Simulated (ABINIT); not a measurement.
Write the native input for ABINIT 10.8.3 (patched build) that does the following.

| Quantity | Value |
| --- | --- |
| Task | single point |
| Functional | PBEsol |
| Potentials or basis | JTH PAW PBE v2.0 |
| Cutoff | 599 eV |
| k mesh | 8 × 8 × 5 |
| Occupations | fermi-dirac, width 0.05 eV |
| Spin | no spin polarisation |
| Fine-grid cutoff | 1197.3 eV |

Crystal: MgGe2.

```
Ge Mg
1.0
     5.52149   -1.84985    0.00000
     5.52149    1.84985    0.00000
    -3.21762    0.00000    6.00777
Ge Mg
4 2
Direct
  0.52923 0.52923 0.29362
  0.47077 0.47077 0.70638
  0.88039 0.88039 0.98544
  0.11961 0.11961 0.01456
  0.81529 0.81529 0.34925
  0.18471 0.18471 0.65075
```

The cell comes from a database or a generator and needn't be the stable form of this composition.

These files were run (other wordings do the same):

run.abi

```
# Pseudopotentials
pp_dirpath "./"
pseudos "Ge.GGA_PBE-JTH.xml, Mg.GGA_PBE-JTH.xml"

# Structure
acell 3*1.0
rprim
    10.4340944512    -3.4957023127     0.0000000000
    10.4340944512     3.4957023127     0.0000000000
    -6.0804300217     0.0000000000    11.3530474786
ntypat 2
znucl 32 12
natom 6
typat 1 1 1 1 2 2
xred
     0.5292340000     0.5292340000     0.2936210000
     0.4707660000     0.4707660000     0.7063790000
     0.8803900000     0.8803900000     0.9854400000
     0.1196100000     0.1196100000     0.0145600000
     0.8152860000     0.8152860000     0.3492530000
     0.1847140000     0.1847140000     0.6507470000
chkprim 0
chksymtnons 0
tolsym 1.0e-6

# Plane-wave basis
ecut 22.0
pawecutdg 44.0
pawxcdev 0

# k points
kptopt 1
ngkpt 8 8 5
nshiftk 1
shiftk 0.0 0.0 0.0

# Exchange and correlation
ixc -116133

# Bands and occupations
nband 46
occopt 3
tsmear 0.05 eV

# SCF cycle
nstep 100
tolvrs 1.0e-9

# Output
iomode 3
prtwf 0
prtden 0
prteig 0
prtebands 0
enunit 1
```

Potentials or basis: JTH PAW PBE v2.0.

Run with:

```bash
$ mpirun --bind-to none -np 4 abinit run.abi > log 2>&1
```

It gave:

The pressure is -3.0 GPa, the largest force is 0.149 eV/Å and the band gap on the k mesh is none (metal or under the smearing width). The valence electrons inside the program's atomic spheres are Ge 12.22, 12.25; Mg 8.20.

Caveat: the PAW data sets were made with another functional, which shifts forces and pressure a little.

It took 12 min on 4 MPI ranks on Arm Neoverse V2, on a shared host, peak memory 1.2 GiB a rank.
